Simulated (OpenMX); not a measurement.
Crystal: Hf2Pd2Se2Br2O3.

```xyz
11
Lattice="5.6066 -0.0935 -0.0141 1.6139 5.3351 0.0025 1.3692 1.9153 8.3154" Properties=species:S:1:pos:R:3 pbc="T T T"
Hf    2.3902    3.4984    0.1883
Hf    6.1995    3.6586    8.1156
Pd    1.4915    3.6252    4.1590
Pd    0.6846    0.9576    4.1577
Se    1.0298    2.2924    2.1069
Se    7.5599    4.8645    6.1970
Br    4.2949    3.5785    4.1519
Br    3.4879    0.9109    4.1507
O     4.3489    3.6281    7.6532
O     4.2408    3.5289    0.6507
O     0.0000    0.0000    0.0000
```

The cell was built by a generator and needn't be a form met in nature.

Base run:

* Program: OpenMX 3.8.5
* Functional: LDA
* Potentials or basis: OpenMX 2013 LDA set, Hf7.0-s3p2d2f1, Pd7.0-s3p2d2, Se7.0-s3p2d2, Br7.0-s3p2d2, O6.0-s2p2d1, grid cutoff 400 Ry
* k mesh: 5 × 5 × 5
* Occupations: fermi-dirac, width 0.05 eV
* Spin: no spin polarisation

Its results: pressure -5.8 GPa; largest force 0.948 eV/Å.

Task: The run is repeated on the same cell with these changes: functional from LDA to PBE; potentials or basis from OpenMX 2013 LDA set, Hf7.0-s3p2d2f1, Pd7.0-s3p2d2, Se7.0-s3p2d2, Br7.0-s3p2d2, O6.0-s2p2d1, grid cutoff 400 Ry to OpenMX 2013 PBE set, Hf7.0-s3p2d2f1, Pd7.0-s3p2d2, Se7.0-s3p2d2, Br7.0-s3p2d2, O6.0-s2p2d1, grid cutoff 400 Ry. What comes out?

Result: Pressure 0.3 GPa; largest force 0.472 eV/Å.

Caveats: the basis of atomic orbitals isn't converged, which shifts pressures, moduli and gaps.
